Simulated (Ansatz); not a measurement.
# C2H2F2Si: basis-set convergence

One table from this session's results is given with a row withheld; the runs are named, their logs left out.

Method: one geometry, several basis sets; program: Ansatz 0.2.0, Gaussian basis.

Plan: PBE0-D4/def2-SVP; ωB97M-V/def2-SVP; PBE0-D4/def2-QZVPP; ωB97M-V/def2-QZVPP; the functionals' def2-TZVPP values are taken from earlier runs.

## Structure used throughout

An earlier PBE0-D4 in a triple-zeta def2 set relaxation fixed the geometry.

SMILES `FC1=C(F)[SiH2]1`, 7 atoms, charge 0, spin multiplicity 1.

Atoms are counted from 1 here; the program's logs count them from 0.

Bond lengths: F1–C2 1.317 Å, C2–C3 1.324 Å, C2–Si5 1.818 Å, C3–F4 1.317 Å, C3–Si5 1.818 Å, Si5–H6 1.485 Å, Si5–H7 1.485 Å. Angles: F1–C2–C3 138.3°, F1–C2–Si5 153.1°, C3–C2–Si5 68.6°, C2–C3–F4 138.3°, C2–C3–Si5 68.6°, F4–C3–Si5 153.1°, C2–Si5–C3 42.7°, C2–Si5–H6 122.2°, C2–Si5–H7 122.2°, C3–Si5–H6 122.2°, C3–Si5–H7 122.2°, H6–Si5–H7 110.1°.

Coordinates:

```xyz
7

F     0.32447   -1.53761    1.67205
C     0.11534   -0.69726    0.67926
C    -0.48492   -0.69220   -0.50133
F    -1.16677   -1.52501   -1.26097
Si    0.27160    0.92064   -0.13616
H    -0.53352    2.09738    0.27825
H     1.53500    1.36596   -0.77660
```

The first run:

in.yaml reads:

```yaml
crystal:
  periodic: [false, false, false]
  atoms:
    - {symbol: F, position_ang: [0.324470, -1.537610, 1.672047]}
    - {symbol: C, position_ang: [0.115338, -0.697262, 0.679256]}
    - {symbol: C, position_ang: [-0.484917, -0.692197, -0.501334]}
    - {symbol: F, position_ang: [-1.166772, -1.525013, -1.260969]}
    - {symbol: Si, position_ang: [0.271597, 0.920638, -0.136157]}
    - {symbol: H, position_ang: [-0.533516, 2.097381, 0.278251]}
    - {symbol: H, position_ang: [1.535000, 1.365962, -0.776596]}
basis:
  gaussian: {orbitals: def2-SVP}
hamiltonian: {xc: pbe0, dispersion: d4}
output: {orbitals: {seedname: orbitals}}
```

The run is started by

```console
ansatz run in.yaml --threads 2 --pin off --events-out ev --progress --plain --max-ram 4352MiB
```

Steps of the session up to this table: PBE0-D4 in def2-SVP; ωB97M-V in def2-SVP; PBE0-D4 in def2-QZVPP; ωB97M-V in def2-QZVPP.

One table of the session follows, with a row left open; its other results are not shown here.

It belongs to the step «Density functionals: the series». 

| functional | basis | HOMO (eV) |
| --- | --- | --- |
| PBE0-D4 | def2-SVP | -7.87 |
| PBE0-D4 | def2-TZVPP | -7.94 |
| PBE0-D4 | def2-QZVPP | -7.97 |
| ωB97M-V | def2-SVP | -9.99 |
| ωB97M-V | def2-TZVPP | -10.11 |
| ωB97M-V | def2-QZVPP | ? |

Q: Estimate the row for ωB97M-V, def2-QZVPP from the others.

The run gave: HOMO (eV): -10.14. In the column «HOMO (eV)» it is the lowest.
